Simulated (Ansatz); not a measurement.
# C₂H₁₀AsBO: small, medium and large basis sets

Aim: see how fast density functionals converge with the basis set for C₂H₁₀AsBO.

Method: one geometry, several basis sets; program: Ansatz 0.2.0, Gaussian basis.

Levels to be run: PBE0-D4/def2-SVP; ωB97M-V/def2-SVP; PBE0-D4/def2-QZVPP; ωB97M-V/def2-QZVPP; the functionals' def2-TZVPP values are taken from earlier runs.

**1. The geometry**

An earlier PBE0-D4 in a triple-zeta def2 set relaxation fixed the geometry.

15 atoms, charge 0, spin multiplicity 1.

Atoms are counted from 1 here; the program's logs count them from 0.

Bond lengths: C1–B2 1.574 Å, C1–H6 1.097 Å, C1–H7 1.093 Å, C1–H8 1.094 Å, B2–C3 1.569 Å, B2–O4 1.367 Å, C3–H9 1.091 Å, C3–H10 1.094 Å, C3–H11 1.097 Å, O4–H12 0.961 Å, As5–H13 1.523 Å, As5–H14 1.519 Å, As5–H15 1.520 Å. Angles: B2–C1–H6 108.4°, B2–C1–H7 112.0°, B2–C1–H8 114.5°, H6–C1–H7 106.0°, H6–C1–H8 107.2°, H7–C1–H8 108.2°, C1–B2–C3 122.2°, C1–B2–O4 121.0°, C3–B2–O4 116.8°, B2–C3–H9 113.1°, B2–C3–H10 111.6°, B2–C3–H11 109.3°, H9–C3–H10 109.0°, H9–C3–H11 107.7°, H10–C3–H11 105.8°, B2–O4–H12 112.7°, H13–As5–H14 92.6°, H13–As5–H15 92.3° and more.

**2. PBE0-D4 in def2-SVP**

Input file in.yaml:

```yaml
crystal:
  periodic: [false, false, false]
  atoms:
    - {symbol: C, position_ang: [-1.118776, -0.381780, 1.628655]}
    - {symbol: B, position_ang: [-0.136870, -0.846558, 0.489665]}
    - {symbol: C, position_ang: [1.421798, -0.809170, 0.663282]}
    - {symbol: O, position_ang: [-0.612753, -1.300152, -0.708331]}
    - {symbol: As, position_ang: [0.024790, 1.945253, -1.701721]}
    - {symbol: H, position_ang: [-1.109260, 0.714207, 1.668078]}
    - {symbol: H, position_ang: [-0.792076, -0.721699, 2.615221]}
    - {symbol: H, position_ang: [-2.158361, -0.692232, 1.486217]}
    - {symbol: H, position_ang: [1.960731, -0.974212, -0.271309]}
    - {symbol: H, position_ang: [1.755034, 0.134828, 1.104471]}
    - {symbol: H, position_ang: [1.727255, -1.592281, 1.367844]}
    - {symbol: H, position_ang: [-1.572679, -1.321160, -0.742297]}
    - {symbol: H, position_ang: [0.340990, 3.192287, -2.516449]}
    - {symbol: H, position_ang: [1.189549, 1.175408, -2.299127]}
    - {symbol: H, position_ang: [-0.941270, 1.426363, -2.754597]}
basis:
  gaussian: {orbitals: def2-SVP}
hamiltonian: {xc: pbe0, dispersion: d4}
output: {orbitals: {seedname: orbitals}}
```

Command:

```sh
$ ansatz run in.yaml --threads 4 --pin off --events-out ev --progress --plain --max-ram 11315MiB
```

After this run come: ωB97M-V in def2-SVP; PBE0-D4 in def2-QZVPP; ωB97M-V in def2-QZVPP.

Q: Predict the results of all the runs planned. Wanted: PBE0-D4: double and triple zeta above quadruple; ωB97M-V: double and triple zeta above quadruple.

The runs gave:

```
                                       quantity           value
PBE0-D4: double and triple zeta above quadruple  14.75, 1.61 eV
ωB97M-V: double and triple zeta above quadruple  14.98, 1.57 eV
```

PBE0-D4 gains 13.14 eV from double to triple zeta, then 1.61 eV more. Total energies overstate the basis error of differences, where much of it tends to cancel. The LUMO of ωB97M-V is positive and keeps falling with the basis (2.57 to 1.27 eV): an unbound level that the basis holds in place.
